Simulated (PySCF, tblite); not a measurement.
**C6H5F2O2 radical: geometry, infrared bands and EPR parameters**

What infrared bands and EPR parameters should C6H5F2O2 radical (`C#C[C@@H]1CO[C](F)O[C@@H]1F`) show?

The runs use tblite 0.8.0 and PySCF 2.14.0, with density-fitted response routines of our own; the level of theory stands in each step. All values are computed, except where a source is named. Atoms are numbered from 0 throughout.

## 1. The molecule as given

15 atoms, charge 0, multiplicity 2; geometry from: force field or distance geometry start.

Bonds of the start (Å): C0–C1 1.24, C1–C2 1.44, C2–C3 1.50, C3–O4 1.38, O4–C5 1.35, C5–F6 1.35, C5–O7 1.36, O7–C8 1.42, C8–F9 1.37, C8–C2 1.50, C0–H10 1.06, C2–H11 1.11, C3–H12 1.11, C3–H13 1.14, C8–H14 1.12.

## 2. Geometry optimisation with GFN2-xTB

Job settings and geometry (Å):

```
{"job": {"kind": "relax", "xc": "GFN2-xTB", "basis": "xTB"}, "charge": 0, "multiplicity": 2}
C      2.750000    -1.234300    -0.118900
C      1.716100    -0.549800    -0.162300
C      0.518700     0.255600    -0.166300
C     -0.093500     0.230700     1.202700
O     -1.428300    -0.101500     1.255000
C     -2.190600     0.139100     0.170900
F     -3.471000     0.519900     0.355100
O     -1.613000     0.443800    -1.019700
C     -0.403100    -0.263200    -1.229800
F     -0.690000    -1.601900    -1.112100
H      3.628600    -1.818900    -0.082100
H      0.735600     1.323100    -0.379700
H      0.067700     1.213600     1.695500
H      0.454400    -0.568100     1.805600
H      0.013900     0.008500    -2.235900
```

The run is started by

```sh
OMP_NUM_THREADS=1 python probes_run.py task.json out
```

The driver reads the jobs from task.json and runs them one after another.

Log:

```text
step      E/eV     max force
  0    -893.54133    5.004
  1    -893.25512   14.494
  2    -893.88274    1.272
  3    -893.93227    0.784
  4    -894.02138    1.029
  5    -894.04650    0.746
  6    -894.07268    0.327
  7    -894.08150    0.301
  8    -894.09295    0.346
  9    -894.09882    0.222
 10    -894.10474    0.242
 11    -894.11125    0.304
 12    -894.12016    0.399
 13    -894.12966    0.297
 14    -894.13881    0.209
 15    -894.14677    0.210
 16    -894.15371    0.239
 17    -894.16040    0.202
 18    -894.16767    0.238
 19    -894.17547    0.283
 20    -894.18453    0.325
 21    -894.19522    0.321
 22    -894.20591    0.293
 23    -894.21526    0.211
 24    -894.21876    0.437
 25    -894.22534    0.253
 26    -894.22830    0.142
 27    -894.23140    0.099
 28    -894.23311    0.123
 29    -894.23504    0.117
 30    -894.23637    0.083
 31    -894.23770    0.100
 32    -894.23950    0.155
 33    -894.24168    0.179
 34    -894.24340    0.115
 35    -894.24445    0.068
 36    -894.24530    0.095
 37    -894.24631    0.135
 38    -894.24728    0.112
 39    -894.24779    0.054
 40    -894.24799    0.039
 41    -894.24814    0.048
 42    -894.24838    0.063
 43    -894.24867    0.057
 44    -894.24893    0.039
 45    -894.24915    0.039
 46    -894.24940    0.059
 47    -894.24978    0.073
 48    -894.25032    0.061
 49    -894.25096    0.071
 50    -894.25168    0.082
 51    -894.25260    0.096
 52    -894.25370    0.113
 53    -894.25475    0.082
 54    -894.25556    0.079
 55    -894.25624    0.081
 56    -894.25693    0.076
 57    -894.25766    0.079
 58    -894.25834    0.065
 59    -894.25905    0.082
 60    -894.25995    0.074
 61    -894.26119    0.098
 62    -894.26286    0.126
 63    -894.26537    0.113
 64    -894.26830    0.187
 65    -894.27230    0.230
 66    -894.27671    0.323
 67    -894.28283    0.213
 68    -894.28898    0.283
 69    -894.29667    0.186
 70    -894.30084    0.284
 71    -894.30522    0.276
 72    -894.30703    0.358
 73    -894.31125    0.273
 74    -894.31411    0.201
 75    -894.31895    0.225
 76    -894.32368    0.251
 77    -894.32727    0.137
 78    -894.32762    0.259
 79    -894.33055    0.091
 80    -894.33200    0.078
 81    -894.33461    0.078
 82    -894.33541    0.100
 83    -894.33606    0.069
 84    -894.33642    0.060
 85    -894.33663    0.038
 86    -894.33678    0.054
 87    -894.33692    0.076
 88    -894.33703    0.053
 89    -894.33718    0.026
 90    -894.33727    0.022
 91    -894.33732    0.018
 92    -894.33733    0.015
 93    -894.33735    0.014
 94    -894.33737    0.017
 95    -894.33740    0.018
 96    -894.33742    0.015
 97    -894.33744    0.008
```

It took 0.56 s on 1 thread of Arm Neoverse V2, shared host.

Step by step: (not every step is listed) (the energy doesn't fall at every step)

```
step  energy from step 0 (eV)  largest force (eV/Å)
   0                   0.0000                5.0042
   1                   0.2862               14.4943
   2                  -0.3414                1.2725
   3                  -0.3909                0.7838
   4                  -0.4801                1.0294
   5                  -0.5052                0.7459
   6                  -0.5313                0.3273
   7                  -0.5402                0.3010
   8                  -0.5516                0.3464
  16                  -0.6124                0.2391
  24                  -0.6774                0.4371
  32                  -0.6982                0.1553
  40                  -0.7067                0.0391
  48                  -0.7090                0.0606
  56                  -0.7156                0.0764
  64                  -0.7270                0.1866
  72                  -0.7657                0.3577
  80                  -0.7907                0.0776
  88                  -0.7957                0.0533
  92                  -0.7960                0.0153
  93                  -0.7960                0.0136
  94                  -0.7960                0.0167
  95                  -0.7961                0.0182
  96                  -0.7961                0.0153
  97                  -0.7961                0.0082
```

Close pairs (by a distance rule), those that changed most:

```
  bond  before (Å)  after (Å)  change (Å)
 C3–O4       1.377      1.441      +0.064
C3–H13       1.141      1.096      -0.045
 C0–C1       1.241      1.196      -0.045
 C2–C8       1.500      1.534      +0.034
 C2–C3       1.500      1.530      +0.030
 C5–F6       1.348      1.378      +0.029
C8–H14       1.122      1.098      -0.024
 O7–C8       1.417      1.397      -0.020
```

The next job starts from the end point, and lists it.

## 3. Harmonic vibrations with GFN2-xTB

Job settings and geometry (Å):

```
{"job": {"kind": "ir", "xc": "GFN2-xTB", "basis": "xTB"}, "charge": 0, "multiplicity": 2}
C      2.896505    -0.732851    -0.234687
C      1.777469    -0.316486    -0.169945
C      0.411459     0.162519    -0.095793
C     -0.204810    -0.106529     1.278434
O     -1.590637     0.287235     1.296856
C     -2.214862     0.467520     0.139348
F     -2.545379     1.788150    -0.072683
O     -1.809381    -0.102891    -1.018513
C     -0.490139    -0.554373    -1.109447
F     -0.472169    -1.903997    -0.854022
H      3.882768    -1.085970    -0.289066
H      0.379318     1.236788    -0.319403
H      0.286562     0.469085     2.066445
H     -0.142547    -1.175194     1.513419
H     -0.168571    -0.436329    -2.152855
```

Log:

```text
mode    cm-1     km/mol
  1      55.4      1.74
  2      69.7      1.16
  3     117.3      1.29
  4     127.3      2.36
  5     221.8      5.82
  6     305.9      2.11
  7     344.4      4.66
  8     408.2      4.27
  9     411.1      3.13
 10     456.6      0.69
 11     480.7      5.22
 12     559.3     14.73
 13     607.2     18.59
 14     669.9     15.63
 15     675.1     23.46
 16     725.0     28.80
 17     855.5     70.60
 18     911.4     73.12
 19     952.2     39.68
 20     958.6     62.23
 21     991.6     15.53
 22    1029.5     32.89
 23    1067.3    313.41
 24    1076.4     25.97
 25    1096.8      9.16
 26    1152.2     22.50
 27    1192.1    124.28
 28    1238.3     14.08
 29    1249.4      2.93
 30    1276.5     31.33
 31    1289.2    101.57
 32    1327.0     87.80
 33    1457.7      8.51
 34    2297.0      4.41
 35    2916.2     15.23
 36    2920.2     10.42
 37    2942.3     17.69
 38    2970.4     10.38
 39    3399.3     20.54
```

It took 0.42 s on 1 thread of Arm Neoverse V2, shared host.

The strongest bands and the atoms that carry them (share of the mass-weighted mode):

```csv
cm⁻¹,km/mol,atoms
856,70.6,"C5 20 %, F6 18 %, C8 18 %, C3 14 %"
911,73.1,"C8 31 %, F9 15 %"
952,39.7,"C3 36 %, O4 31 %"
959,62.2,"H12 21 %, C3 20 %, C8 17 %"
1067,313.4,"C5 51 %, O7 17 %"
1192,124.3,"H13 29 %, C5 28 %, H14 21 %"
1289,101.6,"H14 22 %, C2 22 %, H11 19 %, C5 15 %"
1327,87.8,"H13 32 %, C5 17 %, H12 14 %, C3 12 %"
```

## 4. EPR parameters: B3LYP/pcH-1

Settings changed since step 3:

```diff
@@ -1,2 +1,2 @@
-{"job": {"kind": "ir", "xc": "GFN2-xTB", "basis": "xTB"}, "charge": 0, "multiplicity": 2}
+{"job": {"kind": "epr", "basis": "pcH-1"}, "charge": 0, "multiplicity": 2}
 C      2.896505    -0.732851    -0.234687
```

Level: UKS B3LYP, pcH-1 on C F H O, non-relativistic, mean-field spin-orbit, GIAO.

Log:

```text
UKS, coarse grid
  cycle   1  E = -581.45480214  |g| = 7.76e-01
  cycle   2  E = -581.19594190  |g| = 1.20e+00
  cycle   3  E = -581.65065962  |g| = 1.22e-01
  cycle   4  E = -581.65327954  |g| = 9.53e-02
  cycle   5  E = -581.65730028  |g| = 2.34e-02
  cycle   6  E = -581.65753305  |g| = 8.43e-03
  cycle   7  E = -581.65755720  |g| = 2.98e-03
  cycle   8  E = -581.65756211  |g| = 8.35e-04
UKS, final grid
  cycle   1  E = -581.65761293  |g| = 1.12e-03
  cycle   2  E = -581.65761218  |g| = 1.89e-03
  cycle   3  E = -581.65761342  |g| = 1.81e-04
  cycle   4  E = -581.65761343  |g| = 5.71e-05
  cycle   5  E = -581.65761343  |g| = 6.68e-05
  cycle   6  E = -581.65761343  |g| = 9.42e-06
E = -581.65761343 Eh   <S^2> = 0.7521 (exact 0.7500)
g shifts (ppm)      1          2          3
  rmc          -260       -260       -260
  gc             24        -65        -30
  oz_so        -189       1815       1831
  total        -425       1490       1541
hyperfine (MHz)  atom isotope    a_iso     a_fc   dipolar eigenvalues
    0   13C       0.42       0.42     -0.31     -0.06      0.37
    1   13C       8.80       8.80     -0.50     -0.39      0.90
    2   13C      -0.46      -0.46     -0.83     -0.72      1.55
    3   13C      32.86      32.86     -5.17     -4.83     10.00
    4   17O    -115.78    -115.78    -26.16     12.61     13.55
    5   13C     586.54     586.54    -73.17    -71.35    144.51
    6   19F     459.64     459.64   -233.63   -212.13    445.75
    7   17O    -100.37    -100.37    -21.41     10.09     11.32
    8   13C      16.77      16.77     -5.09     -4.47      9.56
    9   19F      11.71      11.71     -5.72     -3.13      8.85
   10    1H       0.15       0.15     -0.32     -0.29      0.61
   11    1H       0.47       0.47     -2.38     -2.20      4.58
   12    1H       7.66       7.66     -3.63     -1.38      5.01
   13    1H      -1.41      -1.41     -3.62     -2.59      6.21
   14    1H       5.79       5.79     -3.40     -1.39      4.79
```

Run time: 86 s. Hardware: 1 thread of Arm Neoverse V2, shared host; peak memory 0.96 GiB.

Principal g values 2.00189, 2.00381, 2.00386; g(iso) = 2.00319, against 2.00232 for a free electron.

Hyperfine couplings, nucleus by nucleus at this fixed geometry (no averaging over rotations):

| nuclei | isotope | a(iso) (MHz) | a(iso) (G, at g = 2.0023) | largest dipolar term (MHz) |
| --- | --- | --- | --- | --- |
| C5 | 13C | 586.5 | 209.3 | 144.5 |
| F6 | 19F | 459.6 | 164.0 | 445.8 |
| O4 | 17O | -115.8 | -41.3 | -26.2 |
| O7 | 17O | -100.4 | -35.8 | -21.4 |
| C3 | 13C | 32.9 | 11.7 | 10.0 |
| C8 | 13C | 16.8 | 6.0 | 9.6 |
| F9 | 19F | 11.7 | 4.2 | 8.8 |
| C1 | 13C | 8.8 | 3.1 | 0.9 |
| H12 | 1H | 7.7 | 2.7 | 5.0 |
| H14 | 1H | 5.8 | 2.1 | 4.8 |
| H13 | 1H | -1.4 | -0.5 | 6.2 |
| H11 | 1H | 0.5 | 0.2 | 4.6 |
| C2 | 13C | -0.5 | -0.2 | 1.6 |
| C0 | 13C | 0.4 | 0.2 | 0.4 |

Mulliken spin populations:

C0 0.00; C1 0.00; C2 0.00; C3 0.04; O4 0.03; C5 0.80; F6 0.07; O7 0.02; C8 0.03; F9 0.00; H10 0.00; H11 0.00; H12 0.00; H13 0.00; H14 0.00

In first order the couplings over 0.8 MHz of 19F, 1H give 32 distinct lines over 173.5 G.

Orbitals, density, ELF and potential are computed afterwards from the orbital file.

ELF in a plane through or near 8 of the atoms.

Values, 10 rows by 14 columns:
```
0.00 0.00 0.00 0.00 0.00 0.00 0.00 0.00 0.00 0.00 0.00 0.00 0.00 0.00
0.00 0.00 0.00 0.00 0.00 0.00 0.01 0.07 0.00 0.00 0.00 0.00 0.00 0.00
0.00 0.00 0.00 0.00 0.00 0.00 0.73 0.99 0.02 0.18 0.01 0.00 0.00 0.00
0.00 0.00 0.01 0.11 0.39 0.08 0.23 0.74 0.57 0.90 0.13 0.00 0.00 0.00
0.00 0.00 0.65 0.73 0.74 0.64 0.25 0.59 0.69 0.74 0.23 0.03 0.00 0.00
0.00 0.01 0.95 0.95 0.67 0.60 0.57 0.74 0.14 0.29 0.85 0.06 0.00 0.00
0.00 0.00 0.04 0.22 0.56 0.26 0.12 0.79 0.79 0.79 0.05 0.02 0.00 0.00
0.00 0.00 0.00 0.00 0.03 0.00 0.68 0.98 0.10 0.63 0.07 0.00 0.00 0.00
0.00 0.00 0.00 0.00 0.00 0.00 0.23 0.62 0.00 0.00 0.00 0.00 0.00 0.00
0.00 0.00 0.00 0.00 0.00 0.00 0.00 0.00 0.00 0.00 0.00 0.00 0.00 0.00
```
The map spans 13.2 Å across and 9.5 Å up, centred on the molecule. Atoms in the plane (x, y in Å): C3 (0.3, 1.2), O4 (1.7, 1.1), C5 (2.3, 0.0), O7 (1.7, -1.2), C8 (0.3, -1.2), H10 (-4.0, 0.0), H12 (0.0, 2.2), H14 (-0.1, -2.2).

log10 of the density (e/Å³) in the same plane.

Ten even steps from '0' (-4.0) to '9' (1.8):
```
0000000000000000000000000000
0000000000000000000000000000
0000000000001222100000000000
0000000000122333221000000000
0000000111234554443320000000
0000011222234665555431000000
0000123344445676676542100000
0001234555545697797643200000
0012355666656776787654310000
0013466777766765568764320000
0013466677666665668764320000
0012345556555777787654310000
0001234444445797797543200000
0000123333345676776542100000
0000011222235665555431000000
0000000011234554343310000000
0000000000112332211000000000
0000000000001221100000000000
0000000000000000000000000000
0000000000000000000000000000
```
The map spans 13.2 Å across and 9.5 Å up, centred on the molecule. Atoms in the plane (x, y in Å): C3 (0.3, 1.2), O4 (1.7, 1.1), C5 (2.3, 0.0), O7 (1.7, -1.2), C8 (0.3, -1.2), H10 (-4.0, 0.0), H12 (0.0, 2.2), H14 (-0.1, -2.2).

On the surface of density 0.002 e/bohr³ the electrostatic potential runs, from the 1st to the 99th percentile, from -1.02 V near F6 to 1.70 V near H10.

The spin density lies nearest to C5 65 %; F6 12 %; O4 8 %; O7 7 %.

## 5. Outcome

| quantity | value |
| --- | --- |
| strongest single infrared mode (GFN2-xTB) | 1067 cm⁻¹, 313 km/mol |
| zero-point energy (GFN2-xTB) | 61.2 kcal/mol |
| g(iso) (B3LYP) | 2.00319 |
| ⟨S²⟩ | 0.752 (exact 0.75) |
| largest a(iso) | 13C on C5, 586.5 MHz |
| surface potential, 1st and 99th percentile | -1.02 V and 1.70 V |

Over 97 steps the energy fell by 0.796 eV; of the close pairs, C3–O4 changed most, 1.377 to 1.441 Å. No mode is imaginary among the 39: a minimum at this level. The strongest single mode, at 1067 cm⁻¹, moves mainly C5. GFN2-xTB is a fitted tight-binding method: band positions and strengths are rough. Its intensities can rank the bands wrongly. C5 carries the largest spin population, 0.80 e. The isotropic g lies 0.9 ppt above the free-electron value.
